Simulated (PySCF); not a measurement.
# GeH7NSSi: geometry, electronic excitations

Wanted: the electronic excitations of GeH7NSSi (`[SiH3][NH][GeH2][SH]`), by calculation.

Computed with PySCF 2.14.0, with density-fitted response routines of our own, on a single molecule in the gas phase. Atoms are numbered from 0 throughout.

## Step 1: The molecule as given

11 atoms, charge 0, multiplicity 1; geometry from: GFN2-xTB. The atoms were then displaced at random by about 0.01 Å, so the start is not that level's minimum.

Bonds of the start (Å): Si0–N1 1.71, N1–Ge2 1.80, Ge2–S3 2.26, Si0–H4 1.45, Si0–H5 1.48, Si0–H6 1.48, N1–H7 1.02, Ge2–H8 1.49, Ge2–H9 1.51, S3–H10 1.31.

## Step 2: Relaxing the molecule at PBE0-D3(BJ)/def2-SVP

What the job is given:

```
{"job": {"xc": "PBE0", "basis": "def2-SVP", "d3": "d3bj", "grid": 1, "shake": 0.01, "kind": "geom"}, "charge": 0, "multiplicity": 1}
Si    -1.511250     0.811980     0.373320
N     -0.471540    -0.048620    -0.684040
Ge     0.867750    -1.136070    -0.170830
S      2.529420    -0.040560     0.889540
H     -2.021890    -0.137260     1.338890
H     -0.849360     1.948620     1.048800
H     -2.561230     1.349260    -0.522040
H     -0.367070     0.334210    -1.619590
H      1.405270    -1.787540    -1.400590
H      0.332110    -2.137020     0.817810
H      2.685920     0.817170    -0.086920
```

Run with:

```console
OMP_NUM_THREADS=1 python probes_run.py task.json out
```

The driver reads the jobs from task.json and runs them one after another.

**Question.** This job is followed by: TDDFT PBE0/def2-TZVPD, vertical, gas phase, core orbitals frozen in the response. What will the session give for the following? point group; rotational constants (main isotopes); lowest singlet (PBE0/def2-TZVPD); brightest single state of those computed; lowest triplet.

As calculated:

| quantity | value |
| --- | --- |
| point group | C1 |
| rotational constants (main isotopes) | 4.20, 1.49, 1.18 GHz |
| lowest singlet (PBE0/def2-TZVPD) | 5.72 eV (217 nm), f = 0.007 |
| brightest single state of those computed | state 6, 6.67 eV, f = 0.093 |
| lowest triplet | 5.30 eV |

What this shows: The start of the PBE0/def2-SVP relaxation was shaken at random by about 0.01 Å, so part of the energy gained, and of the first lengths quoted, undoes that. The optimisation took 12 steps and gained 0.153 eV; among the close pairs (by a distance rule), Ge2–H8 changed most, from 1.492 to 1.538 Å. The first singlet state (HOMO→LUMO 0.44, HOMO→LUMO+1 0.41) lies at 5.72 eV and is weak; of the 10 states computed, the strongest absorption comes from state 6 at 6.67 eV. The lowest triplet lies 0.41 eV below the lowest singlet (triplets in Tamm-Dancoff, singlets in full TDDFT).
